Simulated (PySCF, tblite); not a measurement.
**C₆H₁₁FN radical: geometry, infrared bands and EPR parameters**

What infrared bands and EPR parameters should C₆H₁₁FN radical (`C/C=C/[C@@H](F)[CH]NC`) show?

Programs: tblite 0.8.0 and PySCF 2.14.0, with density-fitted response routines of our own. Each step states its level of theory. These are calculated values for one molecule in the gas phase, unless marked as measured. Atoms count from 0, in the outputs and in this text.

**1. The starting structure**

19 atoms, charge 0, multiplicity 2; geometry from: force field or distance geometry start.

Bonds of the start (Å): C0–C1 1.51, C1–C2 1.33, C2–C3 1.52, C3–F4 1.36, C3–C5 1.51, C5–N6 1.48, N6–C7 1.46, C0–H8 1.10, C0–H9 1.08, C0–H10 1.09, C1–H11 1.08, C2–H12 1.09, C3–H13 1.09, C5–H14 1.09, N6–H15 1.01, C7–H16 1.09, C7–H17 1.09, C7–H18 1.10.

**2. Geometry optimisation with GFN2-xTB**

Job settings and geometry (Å):

```
{"job": {"kind": "relax", "xc": "GFN2-xTB", "basis": "xTB"}, "charge": 0, "multiplicity": 2}
C      3.161300    -0.495000     0.876200
C      2.024500    -0.218700    -0.079100
C      1.134800     0.754800     0.092500
C     -0.007800     1.057200    -0.865800
F      0.067300     0.246000    -1.953800
C     -1.345000     0.861100    -0.187200
N     -2.404000     0.019900    -0.786100
C     -3.021300    -0.823500     0.229400
H      3.163500     0.201600     1.722200
H      4.105600    -0.404500     0.358600
H      3.067100    -1.510200     1.272500
H      1.955100    -0.883200    -0.933600
H      1.196300     1.418700     0.960700
H      0.079600     2.082700    -1.210600
H     -1.550500     1.434100     0.722900
H     -2.021700    -0.557900    -1.524400
H     -2.301300    -1.506600     0.686100
H     -3.501900    -0.235900     1.011700
H     -3.811300    -1.431400    -0.234800
```

Run with:

```
OMP_NUM_THREADS=1 python probes_run.py task.json out
```

One launch serves the whole session: the jobs run in the order shown.

**Question.** This job is followed by: GFN2-xTB harmonic vibrations, gas phase; UKS B3LYP, pcH-1 on C F H N, non-relativistic, mean-field spin-orbit, GIAO. Predict these results of the whole session: strongest single infrared mode (GFN2-xTB); zero-point energy (GFN2-xTB); g(iso) (B3LYP); ⟨S²⟩; largest a(iso) (averaged by class); surface potential, 1st and 99th percentile.

As calculated:

```
                                 quantity                 value
strongest single infrared mode (GFN2-xTB)  641 cm⁻¹, 170 km/mol
             zero-point energy (GFN2-xTB)         97.8 kcal/mol
                           g(iso) (B3LYP)               2.00271
                                     ⟨S²⟩    0.755 (exact 0.75)
       largest a(iso) (averaged by class)  19F on F4, 153.6 MHz
    surface potential, 1st and 99th percentile    -1.30 V and 1.31 V
```

**Reading.** Relaxing lowered the energy by 0.389 eV in 167 steps; the close pair that moved most is C5–N6, from 1.479 to 1.373 Å. No mode is imaginary among the 51: a minimum at this level. The strongest single mode, at 641 cm⁻¹, is spread over many atoms; the largest shares are those of H15, C3. GFN2-xTB is a fitted tight-binding method: band positions and strengths are rough. Its intensities can rank the bands wrongly. C5 carries the largest spin population, 0.76 e. The isotropic g lies 0.4 ppt above the free-electron value.
